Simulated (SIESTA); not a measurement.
The system is W3Se2S4, a slab with vacuum.

```
CELL_PARAMETERS angstrom
3.22528 0.00000 0.00000
-1.61264 2.79317 0.00000
0.00000 0.00000 28.50950
ATOMIC_POSITIONS crystal
W 0.00000 0.00000 0.34530
W 0.66667 0.33333 0.57882
W 0.66667 0.33333 0.11686
Se 0.00000 0.00000 0.63827
Se 0.00000 0.00000 0.51928
S 0.66667 0.33333 0.29106
S 0.00000 0.00000 0.17108
S 0.00000 0.00000 0.06264
S 0.66667 0.33333 0.39953
```

```yaml
Program: SIESTA 5.4.2
Task: single point
Functional: PBEsol
Potentials_or_basis: PseudoDojo 0.4 standard (PBEsol files)
Basis: DZP (energy shift 0.003 Ry; two zetas on semicore shells)
Grid_cutoff: 800 Ry
Energy_shift: 0.003 Ry
k_mesh: 9 × 9 × 1
Occupations: fermi-dirac, width 0.05 eV
Spin: no spin polarisation
```

On this cell: largest force 0.824 eV/Å; band gap on the k mesh 0.98 eV, direct.

The same run follows on a disturbed copy (atoms moved at random, drawn with an rms of 0.05 Å):

```
CELL_PARAMETERS angstrom
3.22528 0.00000 0.00000
-1.61264 2.79317 0.00000
0.00000 0.00000 28.50950
ATOMIC_POSITIONS crystal
W 0.01832 0.00983 0.34520
W 0.67103 0.33009 0.57876
W 0.69175 0.33741 0.11742
Se 0.99059 0.00895 0.63799
Se 0.01148 0.00997 0.52064
S 0.66957 0.34243 0.29001
S 0.01026 0.99486 0.17019
S 0.99920 0.99994 0.06235
S 0.68250 0.35268 0.39934
```

**Question.** What changes?

**Answer.** The energy moves by +18.8 meV/atom; largest force 1.649 eV/Å; band gap on the k mesh 0.95 eV, direct.

Forces in eV/Å, atoms in the order of the input:
```
W   -0.723  0.256 -0.456
W   -0.647  0.763  0.480
W   -1.140 -0.393 -1.017
Se   0.645 -0.370  1.042
Se  -0.003 -0.388 -1.603
S    0.476  0.022  0.133
S    0.390  0.304  1.085
S    0.748  0.091 -0.006
S    0.249 -0.280  0.343
```

Stress tensor (GPa, compression positive):
```
 0.33 -0.29  0.10
-0.29  0.16 -0.08
 0.10 -0.08  3.41
```

Caveats: short orbitals over semicore shells can move pressures by several GPa; spin-orbit coupling is left out, which moves the levels of the heavy elements; the basis of atomic orbitals isn't converged, which shifts pressures, moduli and gaps.

A k mesh can miss the band edges.
